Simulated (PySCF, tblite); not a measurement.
# C4H6BNO3: geometry, infrared bands and NMR shifts

Aim: predict the infrared bands and NMR shifts of C4H6BNO3 (`O=C1C=C[C@@H](B(O)O)N1`).

Computed with tblite 0.8.0 and PySCF 2.14.0, with density-fitted response routines of our own, on a single molecule in the gas phase. Atoms are numbered from 0 throughout.

## 1. The molecule as given

15 atoms, charge 0, multiplicity 1; geometry from: force field or distance geometry start.

Bonds of the start (Å): O0–C1 1.24, C1–C2 1.47, C2–C3 1.31, C3–C4 1.47, C4–B5 1.58, B5–O6 1.49, B5–O7 1.48, C4–N8 1.44, N8–C1 1.43, C2–H9 1.10, C3–H10 1.11, C4–H11 1.12, O6–H12 1.01, O7–H13 1.00, N8–H14 1.05.

## 2. Relaxing the molecule with GFN2-xTB

The job: settings as JSON, then the geometry in Å.

```
{"job": {"kind": "relax", "xc": "GFN2-xTB", "basis": "xTB"}, "charge": 0, "multiplicity": 1}
O     -2.981000     1.422500    -0.615600
C     -1.985100     0.762700    -0.279000
C     -1.965100    -0.663400     0.078200
C     -0.749800    -1.034000     0.382100
C      0.216400     0.075000     0.303800
B      1.418200    -0.201900    -0.689100
O      2.320000     0.956900    -0.920400
O      2.155100    -1.459200    -0.430200
N     -0.620800     1.167800    -0.120900
H     -2.841000    -1.335900     0.085200
H     -0.493400    -2.069700     0.684300
H      0.607200     0.334400     1.324000
H      2.574600     1.227800     0.023900
H      2.622400    -1.324200     0.443100
H     -0.282100     2.149200    -0.291200
```

The run is started by

```
$ OMP_NUM_THREADS=1 python probes_run.py task.json out
```

One launch serves the whole session: the jobs run in the order shown.

**Question.** This job is followed by: GFN2-xTB harmonic vibrations, gas phase; GIAO PBE0/pcSseg-1 NMR shielding, non-relativistic, gas phase. What will the session give for the following? strongest single infrared mode (GFN2-xTB); zero-point energy (GFN2-xTB); ¹³C shifts against TMS (PBE0/pcSseg-1); ¹H shifts against TMS (PBE0/pcSseg-1, means over atoms taken as alike); ¹⁷O shifts against H2O (PBE0/pcSseg-1, means over atoms taken as alike); ¹¹B shifts against BF3·OEt2 (PBE0/pcSseg-1); ¹⁵N shifts against NH3 (PBE0/pcSseg-1); surface potential, 1st and 99th percentile.

The runs gave:

| quantity | value |
| --- | --- |
| strongest single infrared mode (GFN2-xTB) | 1774 cm⁻¹, 718 km/mol |
| zero-point energy (GFN2-xTB) | 66.9 kcal/mol |
| ¹³C shifts against TMS (PBE0/pcSseg-1) | 173.8, 155.2, 133.6, 55.1 ppm |
| ¹H shifts against TMS (PBE0/pcSseg-1, means over atoms taken as alike) | 7.33, 6.18, 4.72, 4.61, 4.11 ppm |
| ¹⁷O shifts against H2O (PBE0/pcSseg-1, means over atoms taken as alike) | 384.5, 114.8 ppm |
| ¹¹B shifts against BF3·OEt2 (PBE0/pcSseg-1) | 26.3 ppm |
| ¹⁵N shifts against NH3 (PBE0/pcSseg-1) | 134.7 ppm |
| surface potential, 1st and 99th percentile | -2.11 V and 2.40 V |

The optimisation took 120 steps and gained 2.715 eV; among the close pairs (by a distance rule), B5–O7 changed most, from 1.480 to 1.340 Å. No mode is imaginary among the 39: a minimum at this level. The strongest single mode, at 1774 cm⁻¹, moves mainly C1. GFN2-xTB is a fitted tight-binding method: band positions and strengths are rough. Its intensities can rank the bands wrongly. The most deshielded carbon is C1 (amide carbonyl carbon), at 173.8 ppm: it is a carbonyl in resonance with an O or N lone pair, the region of acids, esters and amides. The most deshielded hydrogen is H10 (hydrogen on a β carbon of a C=C–C=O unit), at 7.33 ppm: olefinic region. At PBE0/pcSseg-1: The largest span, 641 ppm, is at O0, where the paramagnetic term is -445 ppm. By nearest atom (PBE0/pcSseg-1), the HOMO sits on O0 50 %; N8 20 % and the LUMO on C3 28 %; C2 20 %.
